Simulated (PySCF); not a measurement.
# TiHF: triplet, from a bent start

Where does triplet TiHF go from a bent start, is the end point a minimum, and what are its modes, charges and moments?

Program: PySCF 2.14.0. Level of theory: PBE0, basis Ti def2-TZVP, H def2-TZVP, F def2-TZVP, no relativity, density fitting. These are calculated values, not measurements.

**1. The system as given**

3 atoms, charge 0, spin multiplicity 3.

Bond lengths: Ti1–H2 1.680 Å, Ti1–F3 2.000 Å. Angles: H2–Ti1–F3 110.0°.

```xyz
3
charge 0 multiplicity 3
Ti    0.0000    0.0000    0.0000
H    -1.3762    0.0000    0.9636
F     1.6383    0.0000    1.1472
```

**2. Finding the electronic state**

One driver script runs all steps and calls PySCF; scf.py shows how it sets up the SCF of each step. The optimiser is the driver's own. After this first run the driver tries any further starts and a stability analysis.

Input file scf.py:

```python
from pyscf import gto, scf, dft
mol = gto.M(atom='''
Ti     0.000000     0.000000     0.000000
H     -1.376200     0.000000     0.963600
F      1.638300     0.000000     1.147200''',
    basis={'Ti': 'def2-TZVP', 'H': 'def2-TZVP', 'F': 'def2-TZVP'},
    charge=0, spin=2)
mf = dft.UKS(mol, xc='PBE0')
mf.grids.atom_grid = (50, 194)
aux = {'Ti': 'def2-universal-JKFIT', 'H': 'def2-universal-JKFIT', 'F': 'def2-universal-JKFIT'}
mf = mf.density_fit(auxbasis=aux)
mf.conv_tol = 1e-08
mf.diis_space = 10
mf.max_cycle = 60
mf.init_guess = 'minao'
mf.verbose = 4
mf.kernel()
```

Run with:

```sh
$ OMP_NUM_THREADS=2 python axn.py task.json out
```

Standard output:

```text
init E= -949.21059859756
[... the frontier-level lines of each cycle are left out ...]
cycle= 1 E= -949.48436992201  delta_E= -0.274  |g|= 0.539  |ddm|= 1.24
cycle= 2 E= -941.666833155144  delta_E= 7.82  |g|= 4.82  |ddm|= 1.63
cycle= 3 E= -949.527767332807  delta_E= -7.86  |g|= 0.524  |ddm|= 1.32
cycle= 4 E= -949.612101715797  delta_E= -0.0843  |g|= 0.121  |ddm|= 0.192
cycle= 5 E= -949.61850916938  delta_E= -0.00641  |g|= 0.0561  |ddm|= 0.0862
cycle= 6 E= -949.621513993737  delta_E= -0.003  |g|= 0.0198  |ddm|= 0.0772
cycle= 7 E= -949.62273955787  delta_E= -0.00123  |g|= 0.0148  |ddm|= 0.0433
cycle= 8 E= -949.625246904305  delta_E= -0.00251  |g|= 0.0128  |ddm|= 0.113
cycle= 9 E= -949.626742778976  delta_E= -0.0015  |g|= 0.00696  |ddm|= 0.103
cycle= 10 E= -949.627246273476  delta_E= -0.000503  |g|= 0.00474  |ddm|= 0.053
cycle= 11 E= -949.627467570992  delta_E= -0.000221  |g|= 0.00304  |ddm|= 0.036
cycle= 12 E= -949.627677138519  delta_E= -0.00021  |g|= 0.00261  |ddm|= 0.0486
cycle= 13 E= -949.627763515329  delta_E= -8.64e-05  |g|= 0.000821  |ddm|= 0.0426
cycle= 14 E= -949.627771589347  delta_E= -8.07e-06  |g|= 0.000683  |ddm|= 0.0122
cycle= 15 E= -949.627772879491  delta_E= -1.29e-06  |g|= 0.000184  |ddm|= 0.00502
cycle= 16 E= -949.62777299752  delta_E= -1.18e-07  |g|= 9.62e-05  |ddm|= 0.000866
cycle= 17 E= -949.62777308769  delta_E= -9.02e-08  |g|= 9.9e-05  |ddm|= 0.000924
cycle= 18 E= -949.627773161316  delta_E= -7.36e-08  |g|= 5.39e-05  |ddm|= 0.00068
cycle= 19 E= -949.627773219865  delta_E= -5.85e-08  |g|= 3.68e-05  |ddm|= 0.000813
cycle= 20 E= -949.627773244263  delta_E= -2.44e-08  |g|= 2.27e-05  |ddm|= 0.000799
cycle= 21 E= -949.627773246066  delta_E= -1.8e-09  |g|= 1.31e-05  |ddm|= 0.000191
Extra cycle  E= -949.627773246081  delta_E= -1.51e-11  |g|= 1.88e-05  |ddm|= 2.63e-05
converged SCF energy = -949.627773246081  <S^2> = 2.011888  2S+1 = 3.0079149
```

This step, with its further starts and checks, took 13 s on 2 threads of Arm Neoverse V1, shared host.

The starts that the driver tried:

```
                      start  energy (Eh)
    the minimal-basis guess  -949.627773
a thermally smeared density  -949.616508
      a smeared PBE density  -949.627773
```

The test of internal stability and the other starts found no lower solution of this spin.

**3. Bent start, triplet: relaxation**

The program finds Cs symmetry in the start, which this walk keeps. Threshold on the gradient: 0.0003 Eh/bohr, with a further test on the energy change.

scf.py, as its differences from that of step 2:

```diff
@@ -3,3 +3,3 @@
-Ti     0.000000     0.000000     0.000000
-H     -1.376200     0.000000     0.963600
-F      1.638300     0.000000     1.147200''',
+Ti    -0.437620     0.000000    -0.335021
+H     -1.813820     0.000000     0.628579
+F      1.200680     0.000000     0.812179''',
@@ -15 +14,0 @@
-mf.init_guess = 'minao'
```

Steps of the walk:

```
step  energy (Eh)  change (kJ/mol)  largest symmetric gradient (Eh/bohr)
   0  -949.627773             0.00                               0.05896
   1  -949.641579           -36.25                               0.03310
   2  -949.642638           -39.03                               0.03617
   3  -949.645299           -46.02                               0.00608
   4  -949.645495           -46.53                               0.00159
   5  -949.645590           -46.78                               0.00146
   6  -949.645600           -46.81                               0.00095
   7  -949.645603           -46.81                               0.00038
   8  -949.645604           -46.81                               0.00018
```

The walk took 13 s.

Positions (Å) and forces (eV/Å) along the way:

```
step 0
Ti  -0.438   0.000  -0.335   3.033   0.000   1.833
H   -1.814   0.000   0.629  -0.681   0.000   0.115
F    1.201   0.000   0.812  -2.352   0.000  -1.948
step 1
Ti  -0.382   0.000  -0.275   1.704   0.000   1.016
H   -1.834   0.000   0.616  -0.437   0.000   0.041
F    1.165   0.000   0.765  -1.267   0.000  -1.056
step 4
Ti  -0.343   0.000  -0.204   0.073   0.000   0.082
H   -1.894   0.000   0.591  -0.071   0.000  -0.014
F    1.186   0.000   0.718  -0.002   0.000  -0.068
step 8
Ti  -0.340   0.000  -0.174  -0.004   0.000   0.009
H   -1.925   0.000   0.575   0.009   0.000   0.008
F    1.215   0.000   0.704  -0.005   0.000  -0.017
```

After 8 steps and 46.8 kJ/mol it ends at Cs: Ti–F 1.786 Å, Ti–H 1.753 Å; F–Ti–H 125.3°.

**4. Is it a minimum? Harmonic modes**

On the finer grid the gradient is checked again; gradients at displacements of ±0.02 bohr then give force constants and infrared intensities.

scf.py, as its differences from that of step 3:

```diff
@@ -3,3 +3,3 @@
-Ti    -0.437620     0.000000    -0.335021
-H     -1.813820     0.000000     0.628579
-F      1.200680     0.000000     0.812179''',
+Ti    -0.411269     0.000000    -0.261754
+H     -1.991207     0.000000     0.495345
+F      1.138871     0.000000     0.623449''',
@@ -9 +9 @@
-mf.grids.atom_grid = (50, 194)
+mf.grids.atom_grid = (75, 302)
@@ -12 +12 @@
-mf.conv_tol = 1e-08
+mf.conv_tol = 1e-10
```

This SCF starts from the last density.

Log of the central SCF (cycles and frontier levels):

```text
init E= -949.645734466612
[... the frontier-level lines of each cycle are left out ...]
cycle= 1 E= -949.64573446661  delta_E= 1.82e-12  |g|= 9.94e-07  |ddm|= 1.88e-06
Extra cycle  E= -949.645734466609  delta_E= 9.09e-13  |g|= 1.58e-06  |ddm|= 1.82e-06
converged SCF energy = -949.645734466609  <S^2> = 2.0111866  2S+1 = 3.0074485
```

The whole step took 45 s.

Geometry: Cs; Ti–F 1.785 Å, Ti–H 1.752 Å; F–Ti–H 124.7°.

Modes, for the most abundant isotopes:

```json
{"symmetry": "a'", "ω (cm⁻¹)": "388", "IR (km/mol)": "110", "type": "bend"}
{"symmetry": "a'", "ω (cm⁻¹)": "702", "IR (km/mol)": "198", "type": "mixed"}
{"symmetry": "a'", "ω (cm⁻¹)": "1622", "IR (km/mol)": "368", "type": "stretch"}
```

Every mode is real; the point is a minimum.

Properties at this point:

```yaml
Dipole_moment: 3.16 D
Highest_occupied_level: -5.61 eV
Lowest_empty_level: -2.12 eV
Rotational_constants: 8.62, 0.3688, 0.3537 cm⁻¹
Zero-point_energy: 16.2 kJ/mol
Principal_polarisabilities: 41.3, 49.8, 52.8 bohr³
Atomisation_energy_without_zero-point_energy: 854 kJ/mol
Principal_traceless_quadrupole_moments_about_the_centre_of_mass: -7.70, 3.55, 4.15 D Å
Entropy_at_298.15_K_and_1_bar_electronic_part_spin_only: 259.4 J/(mol K)
Heat_capacity_Cp_at_298.15_K: 43.2 J/(mol K)
Enthalpy_at_298.15_K_above_0_K: 11.06 kJ/mol
Rotational_symmetry_number: 1
Spin_squared_⟨S²⟩: 2.011
```

Charges (e) and bond orders:

```csv
atom,Mulliken,Löwdin,polar tensor,spin (Mulliken),Mayer order to Ti1
Ti1,0.73,0.45,1.18,2.11,–
H2,-0.21,-0.19,-0.45,-0.09,0.93
F3,-0.52,-0.26,-0.73,-0.02,0.89
```

Mulliken populations on Ti1: s 6.70, p 12.25, d 2.31, f 0.02.

**5. Outcome**

```
                                          quantity                                      value
                                           minimum                                triplet, Cs
                                          geometry  Ti–F 1.785 Å, Ti–H 1.752 Å; F–Ti–H 124.7°
                                wavenumbers (cm⁻¹)              388 (a'), 702 (a'), 1622 (a')
                                     dipole moment                                     3.16 D
highest occupied, lowest empty level (either spin)                            -5.61, -2.12 eV
                        polar-tensor charge of Ti1                                    +1.18 e
                                 zero-point energy                                16.2 kJ/mol
                               entropy at 298.15 K                            259.4 J/(mol K)
         atomisation energy (no zero-point energy)                                 854 kJ/mol
                                              ⟨S²⟩                                      2.011
```

The molecule stays Cs, as typed, and the end point is a minimum. The strongest infrared band lies at 1622 cm⁻¹ (a', stretch). Most of the spin sits on Ti1 (Mulliken spin 2.11, against 2 for the whole molecule). Other starts or spin states, not run here, may lie lower. One determinant may miss the lowest occupation of an open d or f shell.

The search up to here took 71 s.
